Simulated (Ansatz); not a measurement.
# BrH₃InOSi radical: one species, many methods

The task here is to estimate one member of a computed series from the others.

Program: Ansatz 0.2.0, Gaussian basis. Level of theory: functionals in def2-TZVPP, the program's frozen cores in correlated methods. These are calculated values, not measurements.

Plan: LDA (SPW92), PBE-D4, revPBE-D4, BLYP-D4, r2SCAN-D4, B97M-V, PBE0-D4, B3LYP-D4, r2SCANh-D4, r2SCAN0-D4, HSE06-D4, BHLYP-D4, CAM-B3LYP-D4, LC-ωPBE, ωB97X-V, ωB97M-V, B2PLYP, PBE-QIDH; CCSD(T)/def2-SVP; MP2/def2-TZVPP; MP2/def2-QZVPP; RPA on PBE.

1 further run of the same task is left out (for a known fault of the program).

### The relaxed structure

An earlier PBE0-D4 in a triple-zeta def2 set relaxation fixed the geometry. In takes the def2 core potential; no spin-orbit term is included.

7 atoms, charge 0, spin multiplicity 2.

Atoms are counted from 1 here; the program's logs count them from 0.

Bond lengths: Si1–O2 1.633 Å, Si1–H5 1.491 Å, Si1–H6 1.486 Å, Si1–H7 1.491 Å, O2–In3 1.993 Å, In3–Br4 2.501 Å. Angles: O2–Si1–H5 111.5°, O2–Si1–H6 108.7°, O2–Si1–H7 111.6°, H5–Si1–H6 108.8°, H5–Si1–H7 107.5°, H6–Si1–H7 108.7°, Si1–O2–In3 138.1°, O2–In3–Br4 116.3°.

Set-up of the first run:

Input file in.yaml:

```yaml
crystal:
  periodic: [false, false, false]
  atoms:
    - {symbol: Si, position_ang: [0.525141, 1.113147, 0.245290]}
    - {symbol: O, position_ang: [-0.385496, -0.237745, 0.127186]}
    - {symbol: In, position_ang: [-0.317625, -1.996296, -0.809048]}
    - {symbol: Br, position_ang: [-2.256801, -3.528991, -0.429844]}
    - {symbol: H, position_ang: [0.666923, 1.794941, -1.073322]}
    - {symbol: H, position_ang: [-0.130263, 2.046887, 1.198181]}
    - {symbol: H, position_ang: [1.898132, 0.808067, 0.741546]}
basis:
  gaussian: {orbitals: def2-TZVPP}
magnetization: {spin_polarized: true, initial_magnetization: 1}
hamiltonian: {xc: lda}
output: {orbitals: {seedname: orbitals}}
```

The run is started by

```bash
$ ansatz run in.yaml --threads 4 --pin off --events-out ev --progress --plain --max-ram 10444MiB
```

Among the steps run: LDA; PBE-D4 (GGA); revPBE-D4 (GGA); BLYP-D4 (GGA); r2SCAN-D4 (meta-GGA); B97M-V (meta-GGA); PBE0-D4 (hybrid); B3LYP-D4 (hybrid); r2SCANh-D4 (hybrid); r2SCAN0-D4 (hybrid); HSE06-D4 (hybrid); BHLYP-D4 (hybrid); CAM-B3LYP-D4 (range-separated); LC-ωPBE (range-separated); ωB97X-V (range-separated); ωB97M-V (range-separated); B2PLYP (double hybrid); PBE-QIDH (double hybrid).

One table of the session follows, with a row left open; its other results are not shown here.

It belongs to the step «Orbital energies across the functionals». 

```
  functional  HOMO (eV)  LUMO (eV)  gap (eV)
 LDA (SPW92)      -6.03      -5.46      0.57
      PBE-D4          ?          ?         ?
   revPBE-D4      -5.81      -4.98      0.83
     BLYP-D4      -5.72      -5.10      0.61
   r2SCAN-D4      -6.25      -4.89      1.36
      B97M-V      -5.97      -5.20      0.77
     PBE0-D4      -6.93      -4.31      2.62
    B3LYP-D4      -6.72      -4.67      2.05
  r2SCANh-D4      -6.64      -4.59      2.05
  r2SCAN0-D4      -7.23      -4.14      3.09
    HSE06-D4      -6.54      -4.67      1.87
    BHLYP-D4      -7.82      -3.57      4.25
CAM-B3LYP-D4      -8.13      -3.49      4.64
     LC-ωPBE      -9.37      -2.10      7.27
     ωB97X-V      -8.96      -2.47      6.49
     ωB97M-V      -8.95      -2.67      6.28
```

**Question.** Estimate the row for PBE-D4.

**Answer.** HOMO (eV): -5.87; LUMO (eV): -5.11; gap (eV): 0.76. In the column «HOMO (eV)» it lies between B97M-V (-5.97) and revPBE-D4 (-5.81).
